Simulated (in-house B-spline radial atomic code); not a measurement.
# Au¹⁰⁺: ionisation energy by several methods

One table from this session's results is given with a row withheld; the runs are named, their logs left out.

Method: Dirac-Coulomb, several functionals; spherical all-electron atom at the radial basis limit. Code: in-house B-spline radial atomic code version 1.

**What is computed**

```
element       : gold (Z = 79)
charge        : +10
electrons     : 69
configuration : [Xe] 4f14 5d1
nucleus       : Fermi, rms radius 5.437 fm
```

The outer shells:

[Xe] 4f14 5d1
```
[Xe] core
4f [↑↓][↑↓][↑↓][↑↓][↑↓][↑↓][↑↓]
5d [↑ ][  ][  ][  ][  ]
```

The boxes only draw the filling; these runs are spin-restricted and spherical.

Set-up of the first run:

The run's settings:

```ini
Z = 79
electrons = 69.0
configuration = [Xe] 4f14 5d1
hamiltonian = dirac
method = lda,
spin_polarised = False
nucleus = fermi
rms_radius = 5.4371
mass_number = 197
atomic_mass = 196.966570103
speed_of_light = 137.035999084
```

Steps of the session up to this table: exchange-only LDA; BP86, a GGA; RPBE, a GGA; AM05, a GGA; BLYP, a GGA; PW91, a GGA.

One of the session's tables, all rows but one given; the rest of the session is left out.

```
           method  ΔSCF (eV)  with Breit, QED, recoil (eV)
exchange-only LDA     165.10                        165.07
             BP86     166.61                        166.59
             RPBE          ?                             ?
             AM05     166.63                        166.61
             BLYP     166.50                        166.47
             PW91     166.70                        166.68
```

Estimate the missing values for RPBE.

The run gave: ΔSCF (eV): 166.46; with Breit, QED, recoil (eV): 166.43. In the column «ΔSCF (eV)» it lies between exchange-only LDA (165.10) and BLYP (166.50).
